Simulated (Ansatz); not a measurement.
**C4H12BN: basis-set convergence**

How large a basis does C4H12BN need? Two functionals are run in growing sets.

Method: one geometry, several basis sets; program: Ansatz 0.2.0, Gaussian basis.

Plan: PBE0-D4/def2-SVP; ωB97M-V/def2-SVP; PBE0-D4/def2-QZVPP; ωB97M-V/def2-QZVPP; the functionals' def2-TZVPP values are taken from earlier runs.

1 further run of the same task is left out (it didn't finish). Runs told in other sessions of the task aren't counted.

**1. Structure used throughout**

The geometry comes from an earlier relaxation with PBE0-D4 in a triple-zeta def2 set; it is a stationary point, not always the lowest conformer.

SMILES `BNC(C)(C)C`, 18 atoms, charge 0, spin multiplicity 1.

Atoms are counted from 1 here; the program's logs count them from 0.

Bond lengths: B1–N2 1.384 Å, B1–H7 1.195 Å, B1–H8 1.198 Å, N2–C3 1.463 Å, N2–H9 1.011 Å, C3–C4 1.518 Å, C3–C5 1.528 Å, C3–C6 1.527 Å, C4–H10 1.091 Å, C4–H11 1.092 Å, C4–H12 1.091 Å, C5–H13 1.092 Å, C5–H14 1.092 Å, C5–H15 1.094 Å, C6–H16 1.094 Å, C6–H17 1.092 Å, C6–H18 1.092 Å. Angles: N2–B1–H7 121.3°, N2–B1–H8 117.5°, H7–B1–H8 121.2°, B1–N2–C3 131.6°, B1–N2–H9 117.2°, C3–N2–H9 111.2°, N2–C3–C4 110.9°, N2–C3–C5 108.4°, N2–C3–C6 108.3°, C4–C3–C5 109.8°, C4–C3–C6 109.8°, C5–C3–C6 109.6°, C3–C4–H10 111.4°, C3–C4–H11 109.3°, C3–C4–H12 111.4°, H10–C4–H11 108.4°, H10–C4–H12 108.0°, H11–C4–H12 108.3° and more.

**2. PBE0-D4 in def2-SVP**

Input file in.yaml:

```yaml
crystal:
  periodic: [false, false, false]
  atoms:
    - {symbol: B, position_ang: [1.424921, -1.382227, 1.219094]}
    - {symbol: N, position_ang: [0.524286, -0.340860, 1.079829]}
    - {symbol: C, position_ang: [-0.178024, 0.186143, -0.090778]}
    - {symbol: C, position_ang: [0.183756, -0.599137, -1.339043]}
    - {symbol: C, position_ang: [0.215984, 1.651119, -0.269616]}
    - {symbol: C, position_ang: [-1.680639, 0.086250, 0.164909]}
    - {symbol: H, position_ang: [1.763477, -2.039681, 0.280720]}
    - {symbol: H, position_ang: [1.853580, -1.599371, 2.316767]}
    - {symbol: H, position_ang: [0.281505, 0.175119, 1.914072]}
    - {symbol: H, position_ang: [-0.086889, -1.651706, -1.238962]}
    - {symbol: H, position_ang: [-0.355154, -0.185314, -2.193766]}
    - {symbol: H, position_ang: [1.253510, -0.543689, -1.547895]}
    - {symbol: H, position_ang: [1.288691, 1.738786, -0.453801]}
    - {symbol: H, position_ang: [-0.319517, 2.097644, -1.110686]}
    - {symbol: H, position_ang: [-0.024309, 2.231031, 0.626304]}
    - {symbol: H, position_ang: [-1.959080, 0.635568, 1.069067]}
    - {symbol: H, position_ang: [-1.977983, -0.956304, 0.295280]}
    - {symbol: H, position_ang: [-2.245613, 0.507830, -0.669695]}
basis:
  gaussian: {orbitals: def2-SVP}
hamiltonian: {xc: pbe0, dispersion: d4}
output: {orbitals: {seedname: orbitals}}
```

Started as:

```bash
$ ansatz run in.yaml --threads 4 --pin off --events-out ev --progress --plain --max-ram 11315MiB
```

Further steps of the session: ωB97M-V in def2-SVP; PBE0-D4 in def2-QZVPP; ωB97M-V in def2-QZVPP.

**Question.** What will the summary of the whole plan be? Wanted: PBE0-D4: double and triple zeta above quadruple; ωB97M-V: double and triple zeta above quadruple.

As calculated:

```
                                       quantity          value
PBE0-D4: double and triple zeta above quadruple  7.43, 0.38 eV
ωB97M-V: double and triple zeta above quadruple  7.89, 0.37 eV
```

PBE0-D4 gains 7.06 eV from double to triple zeta, then 0.38 eV more. Total energies overstate the basis error of differences, where much of it tends to cancel. The LUMO of ωB97M-V is positive and keeps falling with the basis (2.63 to 1.53 eV): an unbound level that the basis holds in place.
